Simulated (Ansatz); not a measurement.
# CH2CoO3: the cost of one run

Computed with Ansatz 0.2.0 (the levels named in each step, unless a step's input says otherwise).

**1. The structure to begin with**

Bond lengths: O1–C2 1.182 Å, C2–Co3 1.689 Å, Co3–O4 1.828 Å, Co3–O5 1.828 Å, O4–H6 0.953 Å, O5–H7 0.953 Å. Angles: O1–C2–Co3 180.0°, C2–Co3–O4 107.5°, C2–Co3–O5 107.5°, O4–Co3–O5 145.0°, Co3–O4–H6 129.3°, Co3–O5–H7 129.3°.

Structure file:

```xyz
7

O     2.2695   -0.1370   -0.9627
C     1.1837   -0.0715   -0.5016
Co   -0.3690    0.0222    0.1567
O    -1.0808   -1.6614    0.1295
O    -0.6679    1.7675    0.6122
H    -0.7241   -2.4618   -0.2454
H    -0.0711    2.5101    0.5827
```

**2. A rough first relaxation, PBE-D4/def2-SVPD**

This run stands in another session on the same molecule. It ended at:

```xyz
7

O     2.3293   -0.1434   -0.9890
C     1.2308   -0.0752   -0.5231
Co   -0.2788    0.0183    0.1175
O    -0.8886   -1.6797    0.4492
O    -0.7632    1.7828    0.2508
H    -0.9343   -2.2013   -0.3730
H    -0.1548    2.2668    0.8389
```

**3. Relaxation, r2SCAN-D4/def2-TZVPPD**

input.yaml

```yaml
crystal:
  periodic: [false, false, false]
  atoms:
    - { symbol: O, position_ang: [2.32930163, -0.14342536, -0.98902812] }
    - { symbol: C, position_ang: [1.23081361, -0.07521706, -0.5231255] }
    - { symbol: Co, position_ang: [-0.27879189, 0.0183014, 0.11747947] }
    - { symbol: O, position_ang: [-0.88861698, -1.67974496, 0.44923128] }
    - { symbol: O, position_ang: [-0.76317655, 1.78276926, 0.25083654] }
    - { symbol: H, position_ang: [-0.93428738, -2.20130177, -0.37299739] }
    - { symbol: H, position_ang: [-0.15481244, 2.26679849, 0.83893371] }
total_charge: -1
basis:
  gaussian: { orbitals: def2-TZVPPD.json }
hamiltonian:
  xc: r2scan
  dispersion: d4
relax:
  f_tol: 0.002
  max_steps: 150
```

Run with:

```bash
$ ansatz run input.yaml --threads 4 --pin off --max-ram 10240MiB --backend cpu --events-out ev --progress --plain --runs-dir out
```

Q: Estimate wall time and peak memory on 4 threads of Arm Neoverse V1, shared host.

About 66 s, with a peak of 0.41 GiB.
